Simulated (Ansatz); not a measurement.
**CH₅AsSi: one structure at several levels**

One table from this session's results is given with a row withheld; the runs are named, their logs left out.

Computed with Ansatz 0.2.0, Gaussian basis. Level: single points in def2-TZVPP.

Correlated methods freeze the cores. Filled d shells of the heavier atoms are correlated.

## Where the work starts

SMILES `C=[SiH][AsH2]`, 8 atoms, charge 0, spin multiplicity 1.

Atoms are counted from 1 here; the program's logs count them from 0.

Bond lengths: C1–Si2 1.759 Å, C1–H4 1.131 Å, C1–H5 1.074 Å, Si2–As3 2.385 Å, Si2–H6 1.471 Å, As3–H7 1.561 Å, As3–H8 1.563 Å. Angles: Si2–C1–H4 124.2°, Si2–C1–H5 126.3°, H4–C1–H5 109.2°, C1–Si2–As3 120.8°, C1–Si2–H6 123.2°, As3–Si2–H6 115.8°, Si2–As3–H7 93.6°, Si2–As3–H8 91.3°, H7–As3–H8 88.8°.

Geometry (Å):

```xyz
8
charge 0, multiplicity 1
C    -1.0672    1.1258   -0.7786
Si    0.2835    0.5207    0.1716
As    1.1223   -1.6867   -0.1633
H    -1.6574    0.5013   -1.5133
H    -1.5271    2.0924   -0.6873
H     1.0182    1.3449    1.1441
H     1.9313   -1.6885    1.1713
H    -0.0898   -2.3024    0.6075
```

Set-up of the first run:

run/in.yaml

```yaml
crystal:
  periodic: [false, false, false]
  atoms:
    - {symbol: C, position_ang: [-1.067200, 1.125800, -0.778600]}
    - {symbol: Si, position_ang: [0.283500, 0.520700, 0.171600]}
    - {symbol: As, position_ang: [1.122300, -1.686700, -0.163300]}
    - {symbol: H, position_ang: [-1.657400, 0.501300, -1.513300]}
    - {symbol: H, position_ang: [-1.527100, 2.092400, -0.687300]}
    - {symbol: H, position_ang: [1.018200, 1.344900, 1.144100]}
    - {symbol: H, position_ang: [1.931300, -1.688500, 1.171300]}
    - {symbol: H, position_ang: [-0.089800, -2.302400, 0.607500]}
basis:
  gaussian: {orbitals: def2-TZVPP}
correlation: {method: ccsd_t}
output: {forces: true}
```

The command line of these runs was not kept.

Among the steps run: CCSD(T)/def2-TZVPP; PBE0-D4/def2-TZVPP; wB97M-V/def2-TZVPP; r2SCAN-D4/def2-TZVPP; PBE-D4/def2-TZVPP; B97M-V/def2-TZVPP; CAM-B3LYP-D4/def2-TZVPP.

One of the session's tables, all rows but one given; the rest of the session is left out.

| method | RMS force component (eV/Å) | angle to CCSD(T) forces (°) | dipole (D) |
| --- | --- | --- | --- |
| CCSD(T) | 0.575 | reference | 0.90 |
| PBE0-D4 | ? | ? | ? |
| wB97M-V | 0.677 | 16.4 | 1.13 |
| r2SCAN-D4 | 0.612 | 11.7 | 0.96 |
| PBE-D4 | 0.539 | 19.0 | 0.93 |
| B97M-V | 0.637 | 13.8 | 0.89 |
| CAM-B3LYP-D4 | 0.697 | 17.4 | 1.16 |

Q: Estimate the row for PBE0-D4 from the others.

**Answer.** RMS force component (eV/Å): 0.639; angle to CCSD(T) forces (°): 14.3; dipole (D): 1.05. In the column «RMS force component (eV/Å)» it lies between B97M-V (0.637) and wB97M-V (0.677).
